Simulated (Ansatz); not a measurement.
# H5NO2Si: the cost of one run

Program: Ansatz 0.2.0. Level of theory: RKS PBE-D4/def2-SVP. These are calculated values, not measurements.

### Step 1. The structure to begin with

Bond lengths: N1–Si2 1.629 Å, Si2–O3 1.634 Å, Si2–O4 1.653 Å, N1–H5 1.055 Å, N1–H6 1.048 Å, Si2–H7 1.480 Å, O3–H8 0.957 Å, O4–H9 1.042 Å. Angles: N1–Si2–O3 102.0°, N1–Si2–O4 104.5°, N1–Si2–H7 112.6°, O3–Si2–O4 110.8°, O3–Si2–H7 113.8°, O4–Si2–H7 112.2°, Si2–N1–H5 108.8°, Si2–N1–H6 108.7°, H5–N1–H6 98.2°, Si2–O3–H8 114.6°, Si2–O4–H9 110.3°.

Structure file:

```xyz
9

N    -1.1541    0.1419   -0.0451
Si    0.4677    0.2768   -0.1130
O     0.8626   -0.8913   -1.1856
O     0.9805   -0.1227    1.4069
H    -1.5550    1.0480    0.3180
H    -1.5356    0.1904   -1.0197
H     0.9103    1.6311   -0.5150
H     0.9118   -1.7727   -0.8150
H     0.2003   -0.5478    1.9513
```

### Step 2. End point A

Input file input.yaml:

```yaml
crystal:
  periodic: [false, false, false]
  atoms:
    - { symbol: "N", position_ang: [-1.1541, 0.1419, -0.0451] }
    - { symbol: Si, position_ang: [0.4677, 0.2768, -0.113] }
    - { symbol: O, position_ang: [0.8626, -0.8913, -1.1856] }
    - { symbol: O, position_ang: [0.9805, -0.1227, 1.4069] }
    - { symbol: H, position_ang: [-1.555, 1.048, 0.318] }
    - { symbol: H, position_ang: [-1.5356, 0.1904, -1.0197] }
    - { symbol: H, position_ang: [0.9103, 1.6311, -0.515] }
    - { symbol: H, position_ang: [0.9118, -1.7727, -0.815] }
    - { symbol: H, position_ang: [0.2003, -0.5478, 1.9513] }
basis:
  gaussian: { orbitals: def2-SVP }
hamiltonian:
  xc: pbe
  dispersion: d4
relax:
  f_tol: 0.015
  max_steps: 40
output:
  orbitals: {}
```

Launch:

```bash
$ ansatz run input.yaml --threads 1 --pin off --max-ram 2048MiB --backend cpu --events-out ev --progress --plain --runs-dir out
```

**Question.** How long does this run take on 1 thread of AMD EPYC 7R43 (Zen 3), shared host, and how much memory does it need?

About 35 s, with a peak of 0.14 GiB.
